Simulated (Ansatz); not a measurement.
# Al2GaH: the cost of one run

Method: cc-pVTZ, core rule «outside noble gas», up to 24 orbitals frozen; program: Ansatz 0.2.0, Gaussian basis.

The runs, in order: UHF; CCSD(T) on ROHF; CCSD(T) on UHF; BCCD(T) on ROHF; CCSDT(Q) on ROHF; CCSDT(Q) on UHF; CASSCF and NEVPT2, 9 electrons in 13 orbitals.

4 further runs of the same task are left out: 4 set aside as unsound or not needed. Runs told in other sessions of the task aren't counted.

## (1) The geometry

The geometry is a PBE0/def2-TZVP stationary point (not a proven minimum) of the parent state, kept for this charge and spin. No spin-orbit coupling is included. The filled d shell of Ga may be among the frozen orbitals whatever the setting's name suggests.

4 atoms, charge 1, spin multiplicity 2.

Atoms are counted from 1 here; the program's logs count them from 0.

Bond lengths: Al1–Ga2 2.698 Å, Ga2–Al3 2.698 Å, Ga2–H4 1.623 Å. Angles: Al1–Ga2–Al3 146.7°, Al1–Ga2–H4 106.6°, Al3–Ga2–H4 106.6°.

## (2) UHF

Input file in.yaml:

```yaml
crystal:
  periodic: [false, false, false]
  atoms:
    - {symbol: Al, position_ang: [0.000000, -0.451085, -2.584700]}
    - {symbol: Ga, position_ang: [0.000000, 0.321015, 0.000000]}
    - {symbol: Al, position_ang: [0.000000, -0.451085, 2.584700]}
    - {symbol: H, position_ang: [0.000000, 1.944415, 0.000000]}
basis:
  gaussian: {orbitals: cc-pVTZ}
total_charge: 1
magnetization: {spin_polarized: true, initial_magnetization: 1}
hamiltonian: {xc: hf}
output: {orbitals: {seedname: orbitals}}
```

Run with:

```bash
> ansatz run in.yaml --threads 1 --pin off --events-out ev --progress --plain --max-ram 4096MiB --backend cpu
```

What time and memory should one allow on 1 thread of AMD EPYC 7R13, shared host?

About 21 s, with a peak of 0.52 GiB.
